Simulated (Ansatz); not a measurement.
# AlBrClH5N2: the cost of one run

All numbers below are computed with Ansatz 0.2.0 (RHF/def2-SVP).

### Step 1. The system as given

Bond lengths: Al1–Cl2 2.580 Å, Al1–N3 1.920 Å, N3–H4 1.060 Å, N3–H5 1.060 Å, Al1–N6 1.920 Å, N6–H7 1.060 Å, N6–H8 1.060 Å, Al1–Br9 2.710 Å, Cl2–H10 1.524 Å, Br9–H10 1.701 Å. Angles (14 of 15 angles, heavy atoms first): Cl2–Al1–N3 120.0°, Cl2–Al1–N6 120.0°, Cl2–Al1–Br9 71.6°, N3–Al1–N6 120.0°, N3–Al1–Br9 96.8°, N6–Al1–Br9 101.3°, Al1–Cl2–H10 73.3°, Al1–N3–H4 120.0°, Al1–N3–H5 120.0°, Al1–N6–H7 120.0°, Al1–N6–H8 120.0°, Al1–Br9–H10 67.6°, Cl2–H10–Br9 147.5°, H4–N3–H5 120.0°.

Coordinates:

```xyz
10

Al    0.0000    0.0000    0.0000
Cl    0.0000    0.0000    2.5800
N     1.6627    0.0000   -0.9600
H     2.1293   -0.9179   -1.2118
H     2.1141    0.9179   -1.2382
N    -1.6627    0.0000   -0.9600
H    -2.3316   -0.8164   -0.8614
H    -1.9118    0.8164   -1.5886
Br    0.1215    2.5689    0.8545
H     0.0690    1.4584    2.1423
```

### Step 2. Pulling towards end A

Springs on the bonds that form and break draw the guess towards this end; the thresholds are loose.

File input.yaml:

```yaml
crystal:
  periodic: [false, false, false]
  atoms:
    - { symbol: Al, position_ang: [0.0, 0.0, 0.0] }
    - { symbol: Cl, position_ang: [0.0, 0.0, 2.58] }
    - { symbol: "N", position_ang: [1.6627, 0.0, -0.96] }
    - { symbol: H, position_ang: [2.1293, -0.9179, -1.2118] }
    - { symbol: H, position_ang: [2.1141, 0.9179, -1.2382] }
    - { symbol: "N", position_ang: [-1.6627, 0.0, -0.96] }
    - { symbol: H, position_ang: [-2.3316, -0.8164, -0.8614] }
    - { symbol: H, position_ang: [-1.9118, 0.8164, -1.5886] }
    - { symbol: Br, position_ang: [0.1215, 2.5689, 0.8545] }
    - { symbol: H, position_ang: [0.069, 1.4584, 2.1423] }
basis:
  gaussian: { orbitals: def2-SVP }
hamiltonian:
  xc: hf
relax:
  f_tol: 0.15
  max_steps: 25
  restrain:
    - { distance: [0, 8], at: 3.61, k: 30.0 }
    - { distance: [9, 1], at: 2.57, k: 30.0 }
    - { distance: [0, 1], at: 2.23, k: 30.0 }
    - { distance: [9, 8], at: 1.55, k: 30.0 }
```

Command:

```sh
> ansatz run input.yaml --threads 2 --pin off --max-ram 3072MiB --backend cpu --events-out ev --progress --plain --runs-dir out
```

**Question.** How long does this run take on 2 threads of Arm Neoverse V2, shared host, and how much memory does it need?

About 34 s, with a peak of 0.3 GiB.
